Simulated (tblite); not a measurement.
# CH7NSn (SMILES [CH3][SnH2][NH2]) at GFN1-xTB

Aim: the electronic atomisation energy of CH7NSn at GFN1-xTB, from 5 runs. 

Program for the calculation: tblite 0.8.0.

16 further runs of the same task are left out: 16 set aside as unsound or not needed.

### 1 The molecule

CH7NSn: 10 atoms, total charge 0, spin state singlet. As SMILES, `[CH3][SnH2][NH2]`. The shape was relaxed beforehand at GFN1-xTB. This is one conformer, not always the lowest.

Bond lengths: C1–Sn2 2.146 Å, Sn2–N3 2.036 Å, C1–H4 1.084 Å, C1–H5 1.083 Å, C1–H6 1.083 Å, Sn2–H7 1.690 Å, Sn2–H8 1.675 Å, N3–H9 1.002 Å, N3–H10 1.002 Å. Some angles: C1–Sn2–N3 106.0°, C1–Sn2–H7 112.4°, C1–Sn2–H8 112.9°, N3–Sn2–H7 114.4°, N3–Sn2–H8 102.7°, Sn2–C1–H4 109.2°, Sn2–C1–H5 110.8°, Sn2–C1–H6 110.3°, Sn2–N3–H9 115.6°, Sn2–N3–H10 114.8°.

### 2 Vibrational wavenumbers at GFN1-xTB

Contents of molecule.xyz:

```xyz
10

C     -1.306477     0.732129    -0.601950
Sn     0.155631    -0.771359    -0.147659
N      1.435243     0.077428     1.188954
H     -2.077589     0.302219    -1.230754
H     -0.852806     1.564277    -1.126807
H     -1.762717     1.100617     0.308889
H      0.899621    -1.384342    -1.535298
H     -0.479685    -2.057609     0.717175
H      1.819919     0.962123     0.917274
H      2.168850    -0.525482     1.510185
```

Contents of job.py:

```python
import json
import numpy as np
from tblite.interface import Calculator
from tblite.interface import symbols_to_numbers
from ase.data import atomic_masses

symbols = list(map(str, np.loadtxt("molecule.xyz", skiprows=2, usecols=0, dtype=str, ndmin=1)))
numbers = np.array(symbols_to_numbers(symbols))
positions = np.loadtxt("molecule.xyz", skiprows=2, usecols=(1, 2, 3), ndmin=2) / 0.529177210903

calculator = Calculator("GFN1-xTB", numbers, positions, charge=0, uhf=0)
calculator.set("verbosity", 0)
calculator.set("accuracy", 0.01)
result = calculator.singlepoint()
h = 0.005  # bohr
n = positions.size
H, D = np.zeros((n, n)), np.zeros((n, 3))
for a in range(n):
    g, d = [], []
    for sign in (1, -1):
        x = positions.ravel().copy()
        x[a] += sign * h
        calculator.update(x.reshape(-1, 3))
        y = calculator.singlepoint()
        g.append(y.get('gradient').ravel())
        d.append(y.get('dipole'))
    H[a], D[a] = (g[0] - g[1]) / (2 * h), (d[0] - d[1]) / (2 * h)
mass = np.repeat(atomic_masses[numbers], 3)
H = (H + H.T) / 2 / np.sqrt(np.outer(mass, mass))
# project out translations and rotations
com = positions - atomic_masses[numbers] @ positions / atomic_masses[numbers].sum()
T = [np.tile(v, len(numbers)) for v in np.eye(3)] + [np.cross(com, v).ravel() for v in np.eye(3)]
U, sv, _ = np.linalg.svd((np.array(T) * np.sqrt(mass)).T)
Q = U[:, (sv > 1e-3 * sv.max()).sum():]
w, V = np.linalg.eigh(Q.T @ H @ Q)
freq = np.sign(w) * np.sqrt(np.abs(w)) * 5140.487
inten = (((Q @ V).T / np.sqrt(mass)) @ D) ** 2
inten = inten.sum(axis=1) * 974.88
print(f"E = {result.get('energy'):.8f} Eh, max gradient {np.abs(result.get('gradient')).max():.2e} Eh/bohr")
print("mode   frequency/cm^-1   IR/(km/mol)")
for i, (v, s) in enumerate(zip(freq, inten), 1):
    print(f"{i:4d} {v:14.2f} {s:14.3f}")
zpe = freq[freq > 0].sum() / 2 / 219474.63
print(f"imaginary modes: {(freq < -10).sum()}, zero-point energy {zpe:.6f} Eh = {zpe * 627.5095:.4f} kcal/mol")
out = {k: np.asarray(result.get(k)).tolist() for k in ("energy", "gradient", "charges", "dipole", "orbital-energies", "orbital-occupations")}
out.update(symbols=symbols, positions=(positions * 0.529177210903).tolist(), frequencies=freq.tolist(), intensities=inten.tolist(), zpe=zpe)
json.dump(out, open("results.json", "w"))
```

Run with:

```console
$ python job.py
```

Standard output:

```text
E = -11.55370443 Eh, max gradient 3.00e-05 Eh/bohr
mode   frequency/cm^-1   IR/(km/mol)
   1          69.16          0.381
   2         129.31          3.592
   3         132.51         54.302
   4         341.34         58.659
   5         456.92        139.783
   6         477.37         43.233
   7         516.27         99.513
   8         535.76        185.433
   9         572.50         81.037
  10         716.52        300.187
  11         728.88        188.209
  12         747.34        138.647
  13         753.14        141.078
  14        1269.27          7.674
  15        1447.81          3.577
  16        1449.92          3.306
  17        1498.30         46.638
  18        1754.43        613.796
  19        1897.85        870.811
  20        3074.52         14.793
  21        3121.66         13.363
  22        3125.76         11.150
  23        3531.43          3.544
  24        3598.55          0.594
imaginary modes: 0, zero-point energy 0.072780 Eh = 45.6699 kcal/mol
```

Wall time 0.98 s (1 thread of Intel Xeon at 2.50GHz (Skylake/Cascade Lake), shared host).

### 3 The C atom: the energy at GFN1-xTB

Contents of job.py:

```python
# GFN1-xTB single point
import json
import numpy as np
from tblite.interface import Calculator

symbols = ["C"]
numbers = np.array([6])
positions = np.array([  # bohr
    [0.000000, 0.000000, 0.000000],
])

calc = Calculator("GFN1-xTB", numbers, positions, charge=0, uhf=2)
calc.set("accuracy", 0.1)
calc.add("spin-polarization", 1.0)
sp = calc.singlepoint()

print(f"total energy: {sp.get('energy') * 627.5095:.8f} kcal/mol")
eps = np.atleast_2d(sp.get("orbital-energies")) * 27.211386
occ = np.atleast_2d(sp.get("orbital-occupations"))
filled = occ.sum(axis=0) if eps.shape[0] == 1 else occ[0]
homo = np.nonzero(filled > 0.5)[0].max()
print("  MO   occupation   energy/eV")
for i in range(max(0, homo - 4), min(eps.shape[1], homo + 5)):
    print(f"{i + 1:4d} {filled[i]:10.4f} {eps[0, i]:12.4f}")
mu = sp.get("dipole") * 2.541746
print(f"|mu|: {np.linalg.norm(mu):.4f} D, components " + " ".join(f"{c:.4f}" for c in mu))
q = sp.get("charges")
print("Charges:", " ".join(f"{s}{i + 1}={c:+.4f}" for i, (s, c) in enumerate(zip(symbols, q))))
out = {k: np.asarray(sp.get(k)).tolist() for k in ("energy", "gradient", "charges", "dipole", "orbital-energies", "orbital-occupations")}
out.update(symbols=symbols, positions=(positions * 0.529177210903).tolist())
json.dump(out, open("results.json", "w"))
```

Run with:

```console
$ python job.py
```

Standard output:

```text
------------------------------------------------------------
  cycle        total energy    energy error   density error
------------------------------------------------------------
      1     -1.784671808014  -1.7846718E+00   1.0000000E+00
      2     -1.784671808014   0.0000000E+00   6.0000000E-01
      3     -1.784671808014   0.0000000E+00   3.5996400E-05
      4     -1.784671808014   0.0000000E+00   1.1191048E-13
------------------------------------------------------------

 total:                                   0.001 sec
total energy: -1119.89851391 kcal/mol
  MO   occupation   energy/eV
   1     1.0000     -14.9491
   2     0.6667     -11.2868
   3     0.6667     -11.2868
   4     0.6667     -11.2868
|mu|: 0.0000 D, components 0.0000 0.0000 0.0000
Charges: C1=+0.0000
```

Wall time 0.31 s (1 thread of Intel Xeon at 2.50GHz (Skylake/Cascade Lake), shared host).

### 4 The H atom: a single-point energy at GFN1-xTB

Contents of run.py:

```python
import json
import numpy as np
from ase import Atoms
from tblite.ase import TBLite
from ase.units import Debye

atoms = Atoms(
    symbols=["H"],
    positions=[
        [0.000000, 0.000000, 0.000000],
    ],
)
start = atoms.get_positions()

atoms.calc = TBLite(
    method="GFN1-xTB",
    multiplicity=2,
    accuracy=0.1,
    spin_polarization=1.0,
    verbosity=0,
)
print(f"Energy: {atoms.get_potential_energy():.6f} eV")
print(f"Dipole: {np.linalg.norm(atoms.get_dipole_moment()) / Debye:.4f} D")
print("Charges:", np.round(atoms.get_charges(), 4))
json.dump(dict(energy=atoms.get_potential_energy(), forces=atoms.get_forces().tolist(), dipole=atoms.get_dipole_moment().tolist(), charges=atoms.get_charges().tolist(),
               symbols=atoms.get_chemical_symbols(), start=start.tolist(), final=atoms.positions.tolist()), open("results.json", "w"))
```

Run the same way, it converges to -0.43724 Eh (log not shown).

### 5 The N atom: a single-point energy at GFN1-xTB

Contents of start.xyz:

```xyz
1

N      0.000000     0.000000     0.000000
```

Contents of run.py:

```python
import json
import numpy as np
from ase.io import read
from tblite.ase import TBLite
from ase.units import Hartree
from ase.units import Debye

atoms = read("start.xyz")
start = atoms.get_positions()

atoms.calc = TBLite(
    method="GFN1-xTB",
    multiplicity=4,
    accuracy=0.1,
    spin_polarization=1.0,
    verbosity=0,
)
print(f"Energy: {atoms.get_potential_energy() / Hartree:.6f} Eh")
print(f"Dipole: {np.linalg.norm(atoms.get_dipole_moment()) / Debye:.4f} D")
print("Charges:", np.round(atoms.get_charges(), 4))
json.dump(dict(energy=atoms.get_potential_energy(), forces=atoms.get_forces().tolist(), dipole=atoms.get_dipole_moment().tolist(), charges=atoms.get_charges().tolist(),
               symbols=atoms.get_chemical_symbols(), start=start.tolist(), final=atoms.positions.tolist()), open("results.json", "w"))
```

Run with:

```console
$ python run.py
```

Standard output:

```text
Energy: -3.009783 Eh
Dipole: 0.0000 D
Charges: [0.]
```

It took 1.5 s on 1 thread of Intel Xeon at 2.50GHz (Skylake/Cascade Lake), shared host.

### 6 The Sn atom: the energy at GFN1-xTB

Contents of script.py:

```python
# GFN1-xTB single point
import json
import numpy as np
from tblite.interface import Calculator

symbols = ["Sn"]
numbers = np.array([50])
positions = np.array([  # bohr
    [0.000000, 0.000000, 0.000000],
])

xtb = Calculator("GFN1-xTB", numbers, positions, charge=0, uhf=2)
xtb.set("accuracy", 0.1)
xtb.add("spin-polarization", 1.0)
sp = xtb.singlepoint()

print(f"total energy: {sp.get('energy'):.8f} Eh")
eps = np.atleast_2d(sp.get("orbital-energies")) * 27.211386
occ = np.atleast_2d(sp.get("orbital-occupations"))
filled = occ.sum(axis=0) if eps.shape[0] == 1 else occ[0]
homo = np.nonzero(filled > 0.5)[0].max()
print("  MO   occupation   energy/eV")
for i in range(max(0, homo - 4), min(eps.shape[1], homo + 5)):
    print(f"{i + 1:4d} {filled[i]:10.4f} {eps[0, i]:12.4f}")
mu = sp.get("dipole") * 2.541746
print(f"dipole: {np.linalg.norm(mu):.4f} D, components " + " ".join(f"{c:.4f}" for c in mu))
q = sp.get("charges")
print("Charges:", " ".join(f"{s}{i + 1}={c:+.4f}" for i, (s, c) in enumerate(zip(symbols, q))))
out = {k: np.asarray(sp.get(k)).tolist() for k in ("energy", "gradient", "charges", "dipole", "orbital-energies", "orbital-occupations")}
out.update(symbols=symbols, positions=(positions * 0.529177210903).tolist())
json.dump(out, open("results.json", "w"))
```

Run the same way, it converges to -2.36278 Eh (log not shown).

### 7 Results

Level: GFN1-xTB.

```
                                      quantity         value
                        molecule: total energy  -11.55370 Eh
                       molecule: dipole moment        1.48 D
                         molecule: HOMO energy     -10.69 eV
                         molecule: LUMO energy      -5.41 eV
                       molecule: HOMO–LUMO gap       5.28 eV
            molecule: largest force on an atom    0.002 eV/Å
          molecule: lowest harmonic wavenumber       69 cm⁻¹
         molecule: highest harmonic wavenumber     3599 cm⁻¹
                   molecule: zero-point energy  191.1 kJ/mol
                          C atom: total energy   -1.78467 Eh
                         C atom: dipole moment        0.00 D
 C atom: HOMO energy (as the program lists it)     -11.29 eV
              C atom: largest force on an atom    0.000 eV/Å
                          H atom: total energy   -0.43724 Eh
                         H atom: dipole moment        0.00 D
              H atom: largest force on an atom    0.000 eV/Å
                          N atom: total energy   -3.00978 Eh
                         N atom: dipole moment        0.00 D
              N atom: largest force on an atom    0.000 eV/Å
                         Sn atom: total energy   -2.36278 Eh
                        Sn atom: dipole moment        0.00 D
Sn atom: HOMO energy (as the program lists it)      -8.28 eV
Sn atom: LUMO energy (as the program lists it)      -2.40 eV
             Sn atom: largest force on an atom    0.000 eV/Å
                 electronic atomisation energy     36.348 eV
```

Taking the molecule apart into free atoms costs 36.35 eV (3507 kJ/mol), before zero-point energy and without spin-orbit coupling. Tight-binding and semi-empirical models aren't fitted to free atoms, so this value can be far from the true one. All 24 modes (molecule) are real, so the shape is a minimum at this level. Mulliken charges (molecule) run from -0.52 on N3 to +0.19 on H9.
